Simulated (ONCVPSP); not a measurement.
# O: the cost of one run

The numbers are computed with ONCVPSP 4.0.1.1 (patched build) (PBE, scalar-relativistic, spin-unpolarised reference atom).

### Step 1. Starting point

Typed settings, in words:

```json
{
 "element": "oxygen (O, Z = 8)",
 "type": "optimised norm-conserving Vanderbilt (ONCV)",
 "frozen core": "[He]",
 "valence charge": "6",
 "reference configuration": "2s2 2p4",
 "partial waves": "2s: rc 0.80 bohr, ncon 4, nbas 8, qcut 7.6 1/bohr, 2 projectors, debl 1.3 Ha; 2p: rc 1.35 bohr, ncon 4, nbas 9, qcut 8.7 1/bohr, 2 projectors, debl 1.3 Ha; d scattering state at 0.41 Ha: rc 1.15 bohr, ncon 5, nbas 9, qcut 7.5 1/bohr, 2 projectors, debl 1 Ha",
 "local potential": "polynomial inside 0.55 bohr (lpopt 5, dvloc0 -1 Ha)",
 "core correction": "Teter function, fcfact 3.75, rcfact 1.3"
}
```

An earlier all-electron run gives the scale for the radii.

All-electron outer shells of the reference configuration (PBE, scalar-relativistic, ld1.x):

```csv
shell,level (eV),outermost node (bohr),outermost maximum (bohr)
1s,-514.70,–,0.13
2s,-23.96,0.28,0.87
2p,-9.03,–,0.82
```

### Step 2. Generation

The input, O.dat:

```
# ATOM AND REFERENCE CONFIGURATION
# atsym  z   nc   nv     iexc    psfile
  O 8.00    1    2        4      upf
#
#   n    l    f
    1    0    2.00
    2    0    2.00
    2    1    4.00
#
# PSEUDOPOTENTIAL AND OPTIMIZATION
# lmax
    2
#
#   l,   rc,      ep,       ncon, nbas, qcut
    0    0.80    0.00    4    8    7.60
    1    1.35    0.00    4    9    8.70
    2    1.15    0.41    5    9    7.50
#
# LOCAL POTENTIAL
# lloc, lpopt,  rc(5),   dvloc0
    4    5    0.55   -1.00
#
# VANDERBILT-KLEINMAN-BYLANDER PROJECTORs
# l, nproj, debl
    0    2    1.30
    1    2    1.30
    2    2    1.00
#
# MODEL CORE CHARGE
# icmod, fcfact, rcfact
    3    3.75    1.30
#
# LOG DERIVATIVE ANALYSIS
# epsh1, epsh2, depsh
   -2.00    5.00    0.02
#
# OUTPUT GRID
# rlmax, drl
    6.00    0.01
#
# TEST CONFIGURATIONS
# ncnf
    4
# nvcnf
#   n    l    f
    2
    2    0    2.00
    2    1    3.00
#
    2
    2    0    2.00
    2    1    2.00
#
    2
    2    0    2.00
    2    1    1.00
#
    2
    2    0    2.00
    2    1    0.00
#
```

Command:

```sh
$ oncvpsp.x < O.dat > O.out
```

**Question.** How long does this run take on 1 thread of Neoverse-N1, shared host?

About 5.2 s.
